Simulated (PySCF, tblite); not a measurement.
**C4H4ClN3S: geometry, infrared bands and NMR shifts**

What infrared bands and NMR shifts should C4H4ClN3S (`CSc1cc(Cl)nnn1`) show?

The runs use tblite 0.8.0 and PySCF 2.14.0, with density-fitted response routines of our own; the level of theory stands in each step. All values are computed, except where a source is named. Atoms are numbered from 0 throughout.

## 1. The molecule as given

13 atoms, charge 0, multiplicity 1; geometry from: force field or distance geometry start.

Bonds of the start (Å): C0–S1 1.81, S1–C2 1.80, C2–C3 1.36, C3–C4 1.36, C4–Cl5 1.71, C4–N6 1.34, N6–N7 1.29, N7–N8 1.31, N8–C2 1.35, C0–H9 1.09, C0–H10 1.10, C0–H11 1.09, C3–H12 1.08.

## 2. Geometry optimisation with GFN2-xTB

What the job is given:

```
{"job": {"kind": "relax", "xc": "GFN2-xTB", "basis": "xTB"}, "charge": 0, "multiplicity": 1}
C     -2.608600    -0.213400    -0.061300
S     -1.470200     1.100300     0.434800
C      0.107900     0.258600     0.225800
C      1.249200     0.944900     0.499100
C      2.379200     0.204900     0.309900
Cl     3.925400     0.876400     0.600800
N      2.392300    -1.059200    -0.142600
N      1.257000    -1.631500    -0.384000
N      0.113300    -1.013700    -0.219100
H     -2.448900    -0.499500    -1.096800
H     -3.643000     0.164400     0.024500
H     -2.522000    -1.089300     0.588800
H      1.264000     1.957600     0.873300
```

Run with:

```sh
$ OMP_NUM_THREADS=1 python probes_run.py task.json out
```

This one command runs all jobs of the session in turn.

**Question.** This job is followed by: GFN2-xTB harmonic vibrations, gas phase; GIAO PBE0/pcSseg-1 NMR shielding, non-relativistic, gas phase. Predict these results of the whole session: strongest single infrared mode (GFN2-xTB); zero-point energy (GFN2-xTB); 13C shifts against TMS (PBE0/pcSseg-1); 1H shifts against TMS (PBE0/pcSseg-1, means over atoms taken as alike); 33S shifts against CS2 (PBE0/pcSseg-1); 35Cl shifts against HCl (PBE0/pcSseg-1); 15N shifts against NH3 (PBE0/pcSseg-1).

As calculated:

| quantity | value |
| --- | --- |
| strongest single infrared mode (GFN2-xTB) | 1469 cm⁻¹, 596 km/mol |
| zero-point energy (GFN2-xTB) | 50.1 kcal/mol |
| 13C shifts against TMS (PBE0/pcSseg-1) | 171.9, 166.6, 121.5, 20.0 ppm |
| 1H shifts against TMS (PBE0/pcSseg-1, means over atoms taken as alike) | 7.20, 2.89 ppm |
| 33S shifts against CS2 (PBE0/pcSseg-1) | 37 ppm |
| 35Cl shifts against HCl (PBE0/pcSseg-1) | 288 ppm |
| 15N shifts against NH3 (PBE0/pcSseg-1) | 534.0, 409.4, 404.7 ppm |

Relaxing lowered the energy by 0.167 eV in 31 steps; the close pair that moved most is S1–C2, from 1.801 to 1.734 Å. No mode is imaginary among the 33: a minimum at this level. The strongest single mode, at 1469 cm⁻¹, moves mainly C3 and C4. GFN2-xTB is a fitted tight-binding method: band positions and strengths are rough. Its intensities can rank the bands wrongly. At PBE0/pcSseg-1: Shielding is most anisotropic at N7 (span 936 ppm, paramagnetic term -577 ppm). NICS(1)zz of -21 ppm above the planar ring from C2 marks a diatropic (aromatic) ring current.
